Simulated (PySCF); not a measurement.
# MoO(OH)2: relaxation and vibrations of the triplet

The task is one start of a wider search on MoO(OH)2: the triplet, from a T-shaped (ligand arrangement 1) start. It is relaxed, tested by its Hessian and followed downhill if it is a saddle.

The runs use PySCF 2.14.0; PBE0, basis Mo def2-TZVP with ECP28, O def2-TZVP, H def2-TZVP, scalar-relativistic core potentials, no spin–orbit coupling, density fitting.

**1. The system as given**

6 atoms, charge 0, spin multiplicity 3.

Bond lengths: Mo1–O2 1.780 Å, Mo1–O3 2.010 Å, Mo1–O4 2.010 Å, O3–H5 0.960 Å, O4–H6 0.960 Å. Angles: O2–Mo1–O3 88.0°, O2–Mo1–O4 88.0°, O3–Mo1–O4 176.0°, Mo1–O3–H5 130.0°, Mo1–O4–H6 130.0°.

```xyz
6
charge 0 multiplicity 3
Mo    0.0000    0.0000    0.0000
O     0.0000    0.0000    1.7800
O     2.0088    0.0000    0.0701
O    -2.0088    0.0000    0.0701
H     2.6255   -0.7354    0.0917
H    -2.6255    0.7354    0.0917
```

**2. The SCF at the typed geometry**

The steps below are one call of a driver around PySCF. For each, scf.py gives the equivalent set-up of the SCF; relaxations use the driver's own optimiser. After this first run the driver tries any further starts and a stability analysis.

Contents of scf.py:

```python
from pyscf import gto, scf, dft
mol = gto.M(atom='''
Mo     0.000000     0.000000     0.000000
O      0.000000     0.000000     1.780000
O      2.008800     0.000000     0.070100
O     -2.008800     0.000000     0.070100
H      2.625500    -0.735400     0.091700
H     -2.625500     0.735400     0.091700''',
    basis={'Mo': 'def2-TZVP', 'O': 'def2-TZVP', 'H': 'def2-TZVP'},
    ecp={'Mo': 'def2-TZVP'},
    charge=0, spin=2)
mf = dft.UKS(mol, xc='PBE0')
mf.grids.atom_grid = (50, 194)
aux = {'Mo': 'def2-universal-JKFIT', 'O': 'def2-universal-JKFIT', 'H': 'def2-universal-JKFIT'}
mf = mf.density_fit(auxbasis=aux)
mf.conv_tol = 1e-08
mf.diis_space = 10
mf.max_cycle = 60
mf.init_guess = 'minao'
mf.verbose = 4
mf.kernel()
```

The run is started by

```console
$ OMP_NUM_THREADS=4 python axn.py task.json out
```

Standard output:

```text
init E= -288.245342188411
[... the frontier-level lines of each cycle are left out ...]
cycle= 1 E= -294.43077304738  delta_E= -6.19  |g|= 1.13  |ddm|= 2.92
cycle= 2 E= -286.092263986764  delta_E= 8.34  |g|= 4.18  |ddm|= 2.67
cycle= 3 E= -294.640371328286  delta_E= -8.55  |g|= 0.809  |ddm|= 2.47
cycle= 4 E= -294.772621267626  delta_E= -0.132  |g|= 0.65  |ddm|= 0.766
cycle= 5 E= -294.91435842751  delta_E= -0.142  |g|= 0.189  |ddm|= 0.346
cycle= 6 E= -294.923601322439  delta_E= -0.00924  |g|= 0.138  |ddm|= 0.146
cycle= 7 E= -294.930436841855  delta_E= -0.00684  |g|= 0.0484  |ddm|= 0.0498
cycle= 8 E= -294.931549339665  delta_E= -0.00111  |g|= 0.00911  |ddm|= 0.0253
cycle= 9 E= -294.931786761442  delta_E= -0.000237  |g|= 0.00517  |ddm|= 0.0194
cycle= 10 E= -294.932070406607  delta_E= -0.000284  |g|= 0.00436  |ddm|= 0.0459
cycle= 11 E= -294.932090145521  delta_E= -1.97e-05  |g|= 0.00181  |ddm|= 0.0102
cycle= 12 E= -294.932092243168  delta_E= -2.1e-06  |g|= 0.000278  |ddm|= 0.00208
cycle= 13 E= -294.932092478151  delta_E= -2.35e-07  |g|= 0.000204  |ddm|= 0.00113
cycle= 14 E= -294.932092512904  delta_E= -3.48e-08  |g|= 6.91e-05  |ddm|= 0.000395
cycle= 15 E= -294.932092516276  delta_E= -3.37e-09  |g|= 2.86e-05  |ddm|= 0.000111
Extra cycle  E= -294.932092511662  delta_E= 4.61e-09  |g|= 0.000117  |ddm|= 7.71e-05
converged SCF energy = -294.932092511662  <S^2> = 2.1135443  2S+1 = 3.0747646
```

This step, with its further starts and checks, ran for 25 s (4 threads of Arm Neoverse V1, shared host).

The starts that the driver tried:

```tsv
start	energy (Eh)
the minimal-basis guess	-294.932093
a thermally smeared density	-294.932093
a smeared PBE density	-294.932093
```

The test of internal stability and the other starts found no lower solution of this spin.

**3. Relaxing the triplet from the T-shaped (ligand arrangement 1) start**

The program finds C2 symmetry in the start, which this walk keeps. Threshold on the gradient: 0.0003 Eh/bohr, with a further test on the energy change.

Edit scf.py of step 2 so:

```diff
@@ -3,6 +3,6 @@
-Mo     0.000000     0.000000     0.000000
-O      0.000000     0.000000     1.780000
-O      2.008800     0.000000     0.070100
-O     -2.008800     0.000000     0.070100
-H      2.625500    -0.735400     0.091700
-H     -2.625500     0.735400     0.091700''',
+Mo     0.000000     0.000000    -0.208905
+O      0.000000     0.000000     1.571095
+O      2.008800     0.000000    -0.138805
+O     -2.008800    -0.000000    -0.138805
+H      2.625500    -0.735400    -0.117205
+H     -2.625500     0.735400    -0.117205''',
@@ -19 +18,0 @@
-mf.init_guess = 'minao'
```

Energy and gradient, step by step (not every step is listed):

```tsv
step	energy (Eh)	change (kJ/mol)	largest symmetric gradient (Eh/bohr)
0	-294.932093	0.00	0.15632
1	-294.973295	-108.18	0.02657
2	-294.991642	-156.35	0.03836
3	-295.007805	-198.78	0.01766
4	-295.016809	-222.42	0.02071
5	-295.018312	-226.37	0.01775
6	-295.020384	-231.81	0.01172
7	-295.020503	-232.12	0.01166
8	-295.020907	-233.18	0.00137
9	-295.020922	-233.22	0.00124
10	-295.020979	-233.37	0.00322
12	-295.021174	-233.88	0.00608
14	-295.021395	-234.46	0.00298
16	-295.021481	-234.69	0.00282
18	-295.021547	-234.86	0.00160
20	-295.021613	-235.03	0.00182
21	-295.021627	-235.07	0.00052
22	-295.021634	-235.09	0.00221
23	-295.021641	-235.11	0.00019
24	-295.021645	-235.12	0.00026
25	-295.021648	-235.13	0.00097
26	-295.021650	-235.13	0.00020
```

The walk took 1.8 min.

It settles in C2v symmetry, 235.1 kJ/mol below the start, after 26 steps: Mo–O 1.663 Å, Mo–O 1.903 Å (×2), O–H 0.958 Å (×2); H–O–Mo 128.9° (×2), O–Mo–O 109.6°, O–Mo–O 125.2° (×2).

**4. Frequencies**

The point is checked on the finer grid, and tightened if its gradient asks for it. The Hessian and the dipole derivatives come from central differences of analytic gradients, with steps of 0.02 bohr.

Edit scf.py of step 3 so:

```diff
@@ -3,6 +3,6 @@
-Mo     0.000000     0.000000    -0.208905
-O      0.000000     0.000000     1.571095
-O      2.008800     0.000000    -0.138805
-O     -2.008800    -0.000000    -0.138805
-H      2.625500    -0.735400    -0.117205
-H     -2.625500     0.735400    -0.117205''',
+Mo    -0.000000     0.000000     0.070492
+O     -0.000000     0.000000     1.733987
+O      1.523851    -0.298937    -1.028518
+O     -1.523851     0.298937    -1.028518
+H      2.428407    -0.476386    -0.767552
+H     -2.428407     0.476386    -0.767552''',
@@ -13 +13 @@
-mf.grids.atom_grid = (50, 194)
+mf.grids.atom_grid = (75, 302)
@@ -16 +16 @@
-mf.conv_tol = 1e-08
+mf.conv_tol = 1e-10
```

The driver hands on the density of the step before, so the log starts near convergence.

Log of the central SCF (cycles and frontier levels):

```text
init E= -295.021590969972
[... the frontier-level lines of each cycle are left out ...]
cycle= 1 E= -295.021590969972  delta_E= 4.55e-13  |g|= 2.48e-06  |ddm|= 2.83e-06
Extra cycle  E= -295.021590969962  delta_E= 9.44e-12  |g|= 5.25e-06  |ddm|= 4.6e-06
converged SCF energy = -295.021590969962  <S^2> = 2.0163518  2S+1 = 3.0108815
```

The whole step took 2.1 min.

Geometry: C2v; Mo–O 1.663 Å, Mo–O 1.902 Å (×2), O–H 0.958 Å (×2); H–O–Mo 128.9° (×2), O–Mo–O 109.4°, O–Mo–O 125.3° (×2).

Modes, for the most abundant isotopes:

```json
{"symmetry": "b1", "ω (cm⁻¹)": "132i", "IR (km/mol)": "141"}
{"symmetry": "a2", "ω (cm⁻¹)": "71", "IR (km/mol)": "0.0"}
{"symmetry": "b2", "ω (cm⁻¹)": "174", "IR (km/mol)": "41.0"}
{"symmetry": "a1", "ω (cm⁻¹)": "191", "IR (km/mol)": "4.0"}
{"symmetry": "b1", "ω (cm⁻¹)": "205", "IR (km/mol)": "81.8"}
{"symmetry": "b2", "ω (cm⁻¹)": "546", "IR (km/mol)": "140"}
{"symmetry": "a1", "ω (cm⁻¹)": "578", "IR (km/mol)": "191"}
{"symmetry": "a1", "ω (cm⁻¹)": "687", "IR (km/mol)": "76.0"}
{"symmetry": "b2", "ω (cm⁻¹)": "701", "IR (km/mol)": "140"}
{"symmetry": "a1", "ω (cm⁻¹)": "1059", "IR (km/mol)": "208"}
{"symmetry": "b2", "ω (cm⁻¹)": "3924", "IR (km/mol)": "365"}
{"symmetry": "a1", "ω (cm⁻¹)": "3928", "IR (km/mol)": "4.8"}
```

1 mode is imaginary, the largest at 132i cm⁻¹: a saddle point, not a minimum.

Constants and moments:

```yaml
Dipole_moment: 0.10 D
Highest_occupied_level: -6.07 eV
Lowest_empty_level: -2.46 eV
Rotational_constants: 0.2016, 0.1884, 0.09739 cm⁻¹
Zero-point_energy_real_modes: 72.2 kJ/mol
Principal_polarisabilities: 38.1, 49.5, 52.5 bohr³
Atomisation_energy_without_zero-point_energy: 2256 kJ/mol
Principal_traceless_quadrupole_moments_about_the_centre_of_mass: -14.43, 0.34, 14.10 D Å
Spin_squared_⟨S²⟩: 2.016
```

Populations by atom (charges in e):

```
atom  Mulliken  Löwdin  polar tensor  spin (Mulliken)  Mayer order to Mo1
 Mo1      1.41    0.68          1.97             2.03                   –
  O2     -0.57   -0.29         -0.79            -0.13                2.05
O3,4     -0.76   -0.36         -0.90             0.05                0.88
H5,6      0.34    0.16          0.32             0.00                0.02
```

Mulliken populations on Mo1 (outside its core potential): s 2.34, p 6.19, d 4.00, f 0.06.

**5. Downhill along the imaginary mode**

The start is the last point, displaced along its most imaginary mode.

The program finds Cs symmetry in the start, which this walk keeps. Threshold on the gradient: 0.0003 Eh/bohr, with a further test on the energy change.

Edit scf.py of step 4 so:

```diff
@@ -3,6 +3,6 @@
-Mo    -0.000000     0.000000     0.070492
-O     -0.000000     0.000000     1.733987
-O      1.523851    -0.298937    -1.028518
-O     -1.523851     0.298937    -1.028518
-H      2.428407    -0.476386    -0.767552
-H     -2.428407     0.476386    -0.767552''',
+Mo    -0.001780    -0.009071     0.069226
+O      0.003760     0.019169     1.732721
+O      1.524385    -0.296217    -1.029785
+O     -1.523317     0.301658    -1.029785
+H      2.476532    -0.231062    -0.768818
+H     -2.380281     0.721710    -0.768818''',
@@ -13 +13 @@
-mf.grids.atom_grid = (75, 302)
+mf.grids.atom_grid = (50, 194)
@@ -16 +16 @@
-mf.conv_tol = 1e-10
+mf.conv_tol = 1e-08
```

Steps of the walk:

```tsv
step	energy (Eh)	change (kJ/mol)	largest symmetric gradient (Eh/bohr)
0	-295.020017	0.00	0.02839
1	-295.021421	-3.69	0.00708
2	-295.021538	-3.99	0.01164
3	-295.021829	-4.76	0.00830
4	-295.021896	-4.93	0.00078
5	-295.021960	-5.10	0.00063
6	-295.022002	-5.21	0.00339
7	-295.022039	-5.31	0.00373
8	-295.022152	-5.61	0.00264
9	-295.022233	-5.82	0.00174
10	-295.022282	-5.95	0.00187
11	-295.022293	-5.98	0.00136
12	-295.022305	-6.01	0.00093
13	-295.022317	-6.04	0.00062
14	-295.022325	-6.06	0.00078
15	-295.022328	-6.07	0.00051
16	-295.022329	-6.07	0.00011
```

The walk took 78 s.

Geometry (Å) and forces (eV/Å) at some steps:

```
step 0
Mo  -0.002  -0.009   0.069  -0.011  -0.056  -0.091
O    0.004   0.019   1.733   0.004   0.020   0.050
O    1.524  -0.296  -1.030   1.460   0.099   0.415
O   -1.523   0.302  -1.030  -1.314   0.645   0.415
H    2.477  -0.231  -0.769  -1.437  -0.086  -0.395
H   -2.380   0.722  -0.769   1.298  -0.623  -0.395
step 1
Mo  -0.014  -0.070   0.068   0.053   0.274   0.025
O    0.008   0.042   1.731  -0.023  -0.118  -0.209
O    1.534  -0.285  -1.027  -0.363  -0.105   0.033
O   -1.527   0.316  -1.027   0.298  -0.233   0.033
H    2.450  -0.219  -0.771   0.226   0.051   0.059
H   -2.351   0.722  -0.771  -0.190   0.132   0.059
step 8
Mo  -0.018  -0.090   0.076  -0.008  -0.037  -0.028
O    0.004   0.021   1.737   0.002   0.008   0.008
O    1.530  -0.382  -0.990   0.127   0.044   0.046
O   -1.561   0.224  -0.990  -0.099   0.090   0.047
H    2.431  -0.096  -0.815  -0.136  -0.028  -0.036
H   -2.287   0.829  -0.815   0.115  -0.078  -0.037
step 16
Mo  -0.030  -0.152   0.096  -0.002  -0.004   0.003
O    0.003   0.016   1.754   0.001   0.000  -0.004
O    1.530  -0.436  -0.951   0.004   0.004   0.002
O   -1.581   0.174  -0.951  -0.001   0.006   0.002
H    2.378   0.003  -0.871  -0.004  -0.002  -0.001
H   -2.201   0.901  -0.871   0.002  -0.004  -0.002
```

It settles in Cs symmetry, 6.1 kJ/mol below the start, after 16 steps: Mo–O 1.667 Å, Mo–O 1.899 Å (×2), O–H 0.959 Å (×2); H–O–Mo 127.8° (×2), O–Mo–O 113.1°, O–Mo–O 123.2° (×2).

**6. Vibrations and properties at this point**

As before: finer grid, then central differences.

Edit scf.py of step 5 so:

```diff
@@ -3,6 +3,6 @@
-Mo    -0.001780    -0.009071     0.069226
-O      0.003760     0.019169     1.732721
-O      1.524385    -0.296217    -1.029785
-O     -1.523317     0.301658    -1.029785
-H      2.476532    -0.231062    -0.768818
-H     -2.380281     0.721710    -0.768818''',
+Mo    -0.006388    -0.032563     0.060677
+O      0.026958     0.137422     1.718414
+O      1.552809    -0.314532    -0.986576
+O     -1.556555     0.295439    -0.986576
+H      2.401048     0.124713    -0.906427
+H     -2.175977     1.022599    -0.906427''',
@@ -13 +13 @@
-mf.grids.atom_grid = (50, 194)
+mf.grids.atom_grid = (75, 302)
@@ -16 +16 @@
-mf.conv_tol = 1e-08
+mf.conv_tol = 1e-10
```

SCF at the final geometry:

```text
init E= -295.022251878461
[... the frontier-level lines of each cycle are left out ...]
cycle= 1 E= -295.022251878455  delta_E= 6.14e-12  |g|= 5.92e-06  |ddm|= 6.71e-06
Extra cycle  E= -295.022251878358  delta_E= 9.68e-11  |g|= 1.73e-05  |ddm|= 1.19e-05
converged SCF energy = -295.022251878358  <S^2> = 2.0169743  2S+1 = 3.0112949
```

The whole step ran for 2.5 min (4 threads of Arm Neoverse V1, shared host).

Geometry: Cs; Mo–O 1.667 Å, Mo–O 1.899 Å (×2), O–H 0.959 Å (×2); H–O–Mo 127.8° (×2), O–Mo–O 113.1°, O–Mo–O 123.2° (×2).

Wavenumbers (cm⁻¹): 79i, 140, 170, 221, 244, 557, 605, 689, 709, 1050, 3909, 3911. The imaginary mode needs a check.

**7. Leaving the saddle point**

The start is the last point, displaced along its most imaginary mode.

The program finds C1 symmetry in the start.

Edit scf.py of step 6 so:

```diff
@@ -3,6 +3,6 @@
-Mo    -0.006388    -0.032563     0.060677
-O      0.026958     0.137422     1.718414
-O      1.552809    -0.314532    -0.986576
-O     -1.556555     0.295439    -0.986576
-H      2.401048     0.124713    -0.906427
-H     -2.175977     1.022599    -0.906427''',
+Mo     0.003638    -0.033553     0.060413
+O     -0.021622     0.147929     1.718149
+O      1.542581    -0.293920    -1.018712
+O     -1.573443     0.282100    -0.954968
+H      2.492897    -0.079573    -0.797240
+H     -2.013386     1.178925    -1.016142''',
@@ -13 +13 @@
-mf.grids.atom_grid = (75, 302)
+mf.grids.atom_grid = (50, 194)
@@ -16 +16 @@
-mf.conv_tol = 1e-10
+mf.conv_tol = 1e-08
```

The optimiser's trace:

```tsv
step	energy (Eh)	change (kJ/mol)	largest gradient (Eh/bohr)
0	-295.019349	0.00	0.03531
1	-295.022254	-7.63	0.00696
2	-295.022326	-7.82	0.00141
3	-295.022327	-7.82	0.00225
4	-295.022348	-7.87	0.00048
5	-295.022354	-7.89	0.00027
6	-295.022361	-7.91	0.00017
7	-295.022362	-7.91	0.00010
```

The walk took 31 s.

Geometry (Å) and forces (eV/Å) at some steps:

```
step 0
Mo   0.004  -0.034   0.060  -0.029   0.064  -0.006
O   -0.022   0.148   1.718   0.002  -0.026  -0.008
O    1.543  -0.294  -1.019   1.816   0.375   0.425
O   -1.573   0.282  -0.955  -0.802   1.651  -0.098
H    2.493  -0.080  -0.797  -1.795  -0.401  -0.423
H   -2.013   1.179  -1.016   0.809  -1.663   0.110
step 1
Mo   0.011  -0.006   0.062  -0.028  -0.035  -0.046
O   -0.025   0.136   1.723   0.015  -0.001  -0.086
O    1.557  -0.294  -1.008  -0.358  -0.020   0.041
O   -1.570   0.303  -0.957   0.227  -0.209   0.089
H    2.466  -0.087  -0.810   0.289   0.048   0.038
H   -2.007   1.150  -1.018  -0.145   0.217  -0.035
step 4
Mo   0.010  -0.008   0.060  -0.009  -0.015   0.021
O   -0.024   0.137   1.721   0.004  -0.002  -0.018
O    1.555  -0.291  -1.005   0.007   0.009   0.018
O   -1.564   0.306  -0.959   0.005   0.026   0.005
H    2.471  -0.092  -0.810   0.005  -0.007  -0.014
H   -2.017   1.150  -1.016  -0.013  -0.011  -0.012
step 7
Mo   0.010  -0.005   0.062   0.001   0.000  -0.001
O   -0.024   0.135   1.723  -0.002  -0.001   0.005
O    1.557  -0.292  -0.998  -0.001  -0.001  -0.003
O   -1.559   0.313  -0.962   0.004  -0.002  -0.002
H    2.477  -0.096  -0.816   0.000   0.001   0.001
H   -2.031   1.146  -1.017  -0.001   0.003  -0.001
```

After 7 steps and 7.9 kJ/mol it ends at C1: Mo–O 1.667 Å, Mo–O 1.897 Å, Mo–O 1.901 Å, O–H 0.959 Å (×2); H–O–Mo 125.6°, H–O–Mo 130.2°, O–Mo–O 113.4°, O–Mo–O 120.4°, O–Mo–O 125.9°. It gains under 0.3 kJ/mol on the point whose imaginary mode was followed, so the two can't be told apart in practice.

**8. Vibrations and properties at this point**

As before: finer grid, then central differences.

Edit scf.py of step 7 so:

```diff
@@ -3,6 +3,6 @@
-Mo     0.003638    -0.033553     0.060413
-O     -0.021622     0.147929     1.718149
-O      1.542581    -0.293920    -1.018712
-O     -1.573443     0.282100    -0.954968
-H      2.492897    -0.079573    -0.797240
-H     -2.013386     1.178925    -1.016142''',
+Mo     0.003323    -0.026309     0.060915
+O     -0.031805     0.114443     1.721377
+O      1.548609    -0.311278    -1.002648
+O     -1.563389     0.292493    -0.966957
+H      2.468677    -0.116778    -0.819828
+H     -2.037402     1.125082    -1.019726''',
@@ -13 +13 @@
-mf.grids.atom_grid = (50, 194)
+mf.grids.atom_grid = (75, 302)
@@ -16 +16 @@
-mf.conv_tol = 1e-08
+mf.conv_tol = 1e-10
```

SCF at the final geometry:

```text
init E= -295.022283695951
[... the frontier-level lines of each cycle are left out ...]
cycle= 1 E= -295.022283695913  delta_E= 3.77e-11  |g|= 1.23e-05  |ddm|= 1.06e-05
cycle= 2 E= -295.022283695694  delta_E= 2.2e-10  |g|= 2.72e-05  |ddm|= 2.04e-05
cycle= 3 E= -295.022283695967  delta_E= -2.73e-10  |g|= 4.02e-06  |ddm|= 1.38e-05
cycle= 4 E= -295.022283695975  delta_E= -7.62e-12  |g|= 6.41e-07  |ddm|= 2.05e-06
Extra cycle  E= -295.022283695974  delta_E= 3.41e-13  |g|= 1.22e-06  |ddm|= 1.5e-06
converged SCF energy = -295.022283695974  <S^2> = 2.0168422  2S+1 = 3.0112072
```

The whole step took 4 min.

Geometry: C1; Mo–O 1.667 Å, Mo–O 1.897 Å, Mo–O 1.901 Å, O–H 0.959 Å (×2); H–O–Mo 125.6°, H–O–Mo 130.1°, O–Mo–O 113.2°, O–Mo–O 120.5°, O–Mo–O 126.0°.

Modes, for the most abundant isotopes:

| symmetry | ω (cm⁻¹) | IR (km/mol) | μ (u) |
| --- | --- | --- | --- |
| a | 78 | 55.1 | 2.37 |
| a | 168 | 71.2 | 3.98 |
| a | 179 | 21.4 | 8.41 |
| a | 225 | 60.3 | 1.34 |
| a | 256 | 119 | 1.48 |
| a | 543 | 181 | 1.45 |
| a | 618 | 195 | 1.30 |
| a | 688 | 64.5 | 7.53 |
| a | 710 | 113 | 3.52 |
| a | 1050 | 203 | 17.65 |
| a | 3890 | 135 | 1.07 |
| a | 3924 | 175 | 1.07 |

μ is the mass of the mode for normalised Cartesian displacements, not the reduced mass of the usual diatomic formula.

All wavenumbers are real: a minimum.

Constants and moments:

| Quantity | Value |
| --- | --- |
| Dipole moment | 1.74 D |
| Highest occupied level | -6.35 eV |
| Lowest empty level | -2.56 eV |
| Rotational constants | 0.2079, 0.1821, 0.09803 cm⁻¹ |
| Zero-point energy | 73.7 kJ/mol |
| Principal polarisabilities | 39.2, 49.1, 51.6 bohr³ |
| Atomisation energy without zero-point energy | 2258 kJ/mol |
| Principal traceless quadrupole moments about the centre of mass | -12.73, 3.06, 9.67 D Å |
| Entropy at 298.15 K and 1 bar (electronic part: spin only) | 345.9 J/(mol K) |
| Heat capacity Cp at 298.15 K | 89.3 J/(mol K) |
| Enthalpy at 298.15 K above 0 K | 19.33 kJ/mol |
| Rotational symmetry number | 1 |
| Spin squared ⟨S²⟩ | 2.017 |

Charges (e) and bond orders:

| atom | Mulliken | Löwdin | polar tensor | spin (Mulliken) | Mayer order to Mo1 |
| --- | --- | --- | --- | --- | --- |
| Mo1 | 1.43 | 0.70 | 1.97 | 2.06 | – |
| O2 | -0.57 | -0.29 | -0.80 | -0.12 | 2.03 |
| O3 | -0.77 | -0.36 | -0.91 | 0.03 | 0.87 |
| O4 | -0.77 | -0.37 | -0.90 | 0.02 | 0.85 |
| H5 | 0.34 | 0.17 | 0.32 | 0.00 | 0.02 |
| H6 | 0.34 | 0.16 | 0.32 | 0.01 | 0.02 |

Outer orbital energies (eV). α occupied: -11.08, -11.04, -10.36, -10.02, -9.54, -9.30, -6.94, -6.35; empty: -2.15, -0.58, -0.18, 0.16. β occupied: -14.07, -11.48, -10.96, -10.65, -10.16, -9.71, -9.44, -9.24; empty: -2.56, -1.72, -1.37, -0.01.

Mulliken populations on Mo1 (outside its core potential): s 2.34, p 6.20, d 3.97, f 0.06.

**9. The points found, side by side**

| spin | group | bonds | imaginary modes (cm⁻¹) | ΔE (kJ/mol) | with zero-point energy |
| --- | --- | --- | --- | --- | --- |
| triplet | C1 | Mo–O 1.667 Å, Mo–O 1.897 Å, Mo–O 1.901 Å, O–H 0.959 Å (×2) | none | 0.0 | 0.0 |
| triplet | C2v | Mo–O 1.663 Å, Mo–O 1.902 Å (×2), O–H 0.958 Å (×2) | 132i | 1.8 | – |

**10. Results**

| quantity | value |
| --- | --- |
| minimum | triplet, C1 |
| geometry | Mo–O 1.667 Å, Mo–O 1.897 Å, Mo–O 1.901 Å, O–H 0.959 Å (×2); H–O–Mo 125.6°, H–O–Mo 130.1°, O–Mo–O 113.2°, O–Mo–O 120.5°, O–Mo–O 126.0° |
| wavenumbers (cm⁻¹) | 78 (a), 168 (a), 179 (a), 225 (a), 256 (a), 543 (a), 618 (a), 688 (a), 710 (a), 1050 (a), 3890 (a), 3924 (a) |
| dipole moment | 1.74 D |
| highest occupied, lowest empty level (either spin) | -6.35, -2.56 eV |
| polar-tensor charge of Mo1 | +1.97 e |
| zero-point energy | 73.7 kJ/mol |
| entropy at 298.15 K | 345.9 J/(mol K) |
| atomisation energy (no zero-point energy) | 2258 kJ/mol |
| ⟨S²⟩ | 2.017 |

**Reading.** The T-shaped (ligand arrangement 1) start ends in a minimum without symmetry. The strongest infrared band lies at 1050 cm⁻¹ (a). Most of the spin sits on Mo1 (Mulliken spin 2.06, against 2 for the whole molecule). Only this shape and spin were tried, so other structures or states may lie lower. Open d and f shells are described by one determinant, and the ground state may have another occupation or spin.

The search up to here ran for 13 min (4 threads of Arm Neoverse V1, shared host).
